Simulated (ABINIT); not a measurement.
## TaVN2: single point with PBE

Crystal: TaVN2.

```
Ta V N
1.0
     3.04987    0.00000    0.00000
     0.00000    3.04987    0.00000
     0.00000    0.00000    4.29606
Ta V N
1 1 2
Cartesian
  0.0000 0.0000 0.0000
  1.5249 1.5249 2.1480
  1.5249 1.5249 0.0000
  0.0000 0.0000 2.1480
```

The cell comes from a database or a generator and needn't be the stable form of this composition.

```json
{
 "Program": "ABINIT 10.8.3 (patched build)",
 "Task": "single point",
 "Functional": "PBE",
 "Potentials or basis": "JTH PAW PBE v2.0",
 "Cutoff": "707 eV",
 "k mesh": "9 × 9 × 6",
 "Occupations": "fermi-dirac, width 0.05 eV",
 "Spin": "collinear spin, ferromagnetic start",
 "Starting moments": "[0.0, 5.0, 0.0, 0.0] μB",
 "Fine-grid cutoff": "1306.15 eV"
}
```

```json
{
  "Pressure": "-0.4 GPa",
  "Band gap on the k mesh": "none (metal or under the smearing width)",
  "Net moment": "1.12 μB per cell",
  "Site moments": "Ta -0.05; V +1.03; N +0.01 μB",
  "Valence electrons inside the program's atomic spheres": "Ta 10.74; V 11.24; N 2.59, 2.56"
}
```

Stress tensor (GPa, compression positive):
```
-0.30  0.00  0.00
 0.00 -0.30  0.00
 0.00  0.00 -0.51
```

Levels at points of the mesh, in eV from the Fermi level:
Spin up:
```tsv
k point	band 14	band 15	band 16	band 17	band 18	band 19	band 20	band 21	band 22	band 23
(0.00, 0.00, 0.00)	-4.14	-2.91	-2.89	-2.89	-1.85	-1.85	-1.73	-0.44	-0.24	1.64
(0.00, 0.00, 0.50)	-4.35	-4.12	-4.12	-4.01	-2.78	-0.22	0.11	0.11	1.35	1.88
```
Spin down:
```tsv
k point	band 16	band 17	band 18	band 19	band 20	band 21
(0.00, 0.00, 0.00)	-2.87	-2.83	-1.16	-1.16	-1.12	0.09
(0.00, 0.00, 0.50)	-4.12	-4.03	-2.05	0.43	1.33	1.34
```

It took 4.7 min on 1 thread of Arm Neoverse V2, on a shared host, peak memory 0.25 GiB.

Caveat: the moment fell far below its start of 5 μB, so a state of higher moment may lie lower in energy. The run has no spin-orbit coupling, so splittings on Ta are missing.
